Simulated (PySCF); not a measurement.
# C4HClF4O: the cost of one run

Programs: PySCF 2.14.0, with routines of our own; each step states its level. All values are computed. Atoms count from 0.

### 1 The starting structure

11 atoms, charge 0, multiplicity 1; geometry from: GFN2-xTB.

### 2 Magnetic properties: GIAO HF/pcSseg-1

The job: settings as JSON, then the geometry in Å.

```
{"job": {"kind": "mag", "xc": "HF", "basis": "pcSseg-1", "isotopologues": 0}, "charge": 0, "multiplicity": 1}
O      1.240365    -1.893991     0.694141
C      1.238093    -0.730823     0.509751
F      2.361500    -0.001621     0.760986
C      0.145039     0.128329     0.020470
C      0.310919     1.456049    -0.120040
Cl    -0.832972     2.564608    -0.652430
C     -1.120886    -0.651379    -0.271920
F     -1.592103    -1.242568     0.832486
F     -2.115267     0.098360    -0.753326
F     -0.902495    -1.613952    -1.174470
H      1.273233     1.889659     0.128389
```

With the program's defaults for keys left out, this is: GIAO HF/pcSseg-1 magnetisability, rotational g tensor and spin-rotation constants, non-relativistic, gas phase.

Launch:

```sh
> OMP_NUM_THREADS=1 python excited_run.py task.json out
```

One launch serves the whole session: the jobs run in the order shown.

**Question.** How long does this first job take on 1 thread of Arm Neoverse V1, shared host, and how much memory does it need?

About 26 s, with a peak of 0.81 GiB.
